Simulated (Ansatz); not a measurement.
# NdMo: the cost of one run

Program: Ansatz 0.2.0. Level of theory: DFT PBE, scalar-relativistic, plane waves, PAW; 4f electrons in the core of a trivalent norm-conserving potential, unless a step names another level. These are calculated values, not measurements.

2 further runs of the same task are left out: 2 that didn't finish. Runs told in other sessions of the task aren't counted.

## (1) Starting point

It takes space group R-3m (No. 166, trigonal). Conventional cell: a = 4.313 Å, b = 4.313 Å, c = 19.828 Å, α = 90.00°, β = 90.00°, γ = 120.00°. Nd (site symmetry 3m) is surrounded by 6 Mo at 3.01 to 3.36 Å. Around Mo (site symmetry 3m) lie 3 Mo at 2.55 Å and 3 Nd at 3.01 Å.

Structure file:

```xyz
4
Lattice="2.1566 1.2451 6.6093 -2.1566 1.2451 6.6093 0.0000 -2.4902 6.6093" Properties=species:S:1:pos:R:3 pbc="T T T"
Nd    0.0000    0.0000    1.9761
Nd    0.0000    0.0000   17.8519
Mo    0.0000    0.0000   13.4973
Mo    0.0000    0.0000    6.3307
```

It came out lowest among 13 distinct ends of the trial cells. At a tolerance of 0.05 Å it has space group R-3m (No. 166).

## (2) Relaxing to 0.001 eV/Å, on the response runs' mesh and smearing

Contents of input.yaml:

```yaml
crystal:
  lattice:
    - [2.1566093343, 1.2451189797, 6.6093491751]
    - [-2.1566093343, 1.2451189797, 6.6093491751]
    - [0.0, -2.4902379594, 6.6093491751]
  atoms:
    - { symbol: Nd, position: [0.0996641423, 0.0996641423, 0.0996641423] }
    - { symbol: Nd, position: [0.9003358577, 0.9003358577, 0.9003358577] }
    - { symbol: Mo, position: [0.6807178002, 0.6807178002, 0.6807178002] }
    - { symbol: Mo, position: [0.3192821998, 0.3192821998, 0.3192821998] }
basis:
  ecutwfc: 660
kpoints:
  mp_grid: { grid: [12, 12, 12] }
hamiltonian:
  xc: pbe
  pseudopotentials:
    kind: paw
    azcp: { Nd: "pseudopotentials/pbe/nc/lanthanide_3plus/Nd.nc.azcp" }
scf:
  occupations: { method: gaussian, width: 0.1 }
output:
  forces: true
  stress: true
  eigenvalues: true
relax:
  adjacent_minimum: "off"
  f_tol: 0.001
  max_steps: 60
  cell: { stress_tol: 0.01 }
```

Started as:

```
$ ansatz run input.yaml --threads 3 --pin off --max-ram 8448MiB --backend cpu --events-out ev --progress --plain --runs-dir out
```

Q: Estimate wall time and peak memory on 3 threads of Intel Xeon 6975P-C (Granite Rapids), shared host.

About 54 s, with a peak of 1.1 GiB.
